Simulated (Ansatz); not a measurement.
CH6B3F, SMILES BCB(B)F: a rigid torsion scan, run with Ansatz 0.2.0, Python API.

`ch6b3f.py`:
```python
"""Energy of CH6B3F as one group turns about a bond."""

import ansatz as az
from ase import Atoms

atoms = Atoms(["B", "C", "B", "B", "F", "H", "H", "H", "H", "H", "H"], positions=[
    (-1.1911, 0.7896, -0.8547),
    (-0.085, -0.2489, -1.001),
    (0.9289, -0.0997, 0.1808),
    (0.6364, -0.5555, 1.7357),
    (2.3052, 0.353, -0.0968),
    (-1.9615, 0.8365, 0.0679),
    (-1.3703, 1.6447, -1.7099),
    (0.4853, -0.0692, -1.9698),
    (-0.5149, -1.249, -0.9545),
    (-0.5179, -0.9761, 1.9961),
    (1.3502, -0.4824, 2.6269),
])

# start the scan from a relaxed geometry
first = (
    az.Crystal.molecule_from_ase(atoms).calculation()
    .basis(gaussian="def2-SVP")
    .functional("b3lyp")
    .relax(force_tolerance=0.02, max_steps=80)
)
atoms.positions = first.run(threads=1, backend="cpu").report["positions_ang"]

start = atoms.get_dihedral(1, 2, 3, 9)
energies = {}
for turn in range(0, 360, 40):
    turned = atoms.copy()
    turned.set_dihedral(1, 2, 3, 9, start + turn, indices=[3, 9, 10])
    calculation = (
        az.Crystal.molecule_from_ase(turned).calculation()
        .basis(gaussian="def2-SVP")
        .functional("b3lyp")
    )
    energies[round((start + turn) % 360)] = calculation.run(threads=1, backend="cpu").report["free_energy_ev"]
floor = min(energies.values())
print("dihedral C1-B2-B3-H9 (deg)   E - E(min) (eV)")
for angle, e in sorted(energies.items()):
    print(f"{angle:8d} {(e - floor):14.3f}  " + "#" * int(30 * (e - floor) / max(max(energies.values()) - floor, 1e-9)))
```

Where along the turn do the lowest and the highest point lie, and how far apart are they?

The lowest point is at 274° and the highest at 194°, 0.280 eV (27.0 kJ/mol) above it, with the rest of the molecule held.

The output:

Output of `python ch6b3f.py`:
```text
dihedral C1-B2-B3-H9 (deg)   E - E(min) (eV)
      34          0.215  #######################
      74          0.037  ###
     114          0.038  ####
     154          0.216  #######################
     194          0.280  ##############################
     234          0.112  ###########
     274          0.000
     314          0.113  ############
     354          0.280  #############################
```

Notes:
- The scan is rigid and the energies are electronic, in a modest basis. With rigid groups the curve can differ much from the relaxed path, the start wasn't checked as a minimum of this torsion, and equivalent turns needn't return to the same energy.
- b3lyp holds the VWN-RPA fit, as in Gaussian; the form of ORCA and Turbomole is b3lyp5.
- Finished in 86 s on 1 thread of Intel(R) Xeon(R) Platinum 8375C CPU @ 2.90GHz (Ice Lake), on a shared host, peak memory 0.28 GiB.
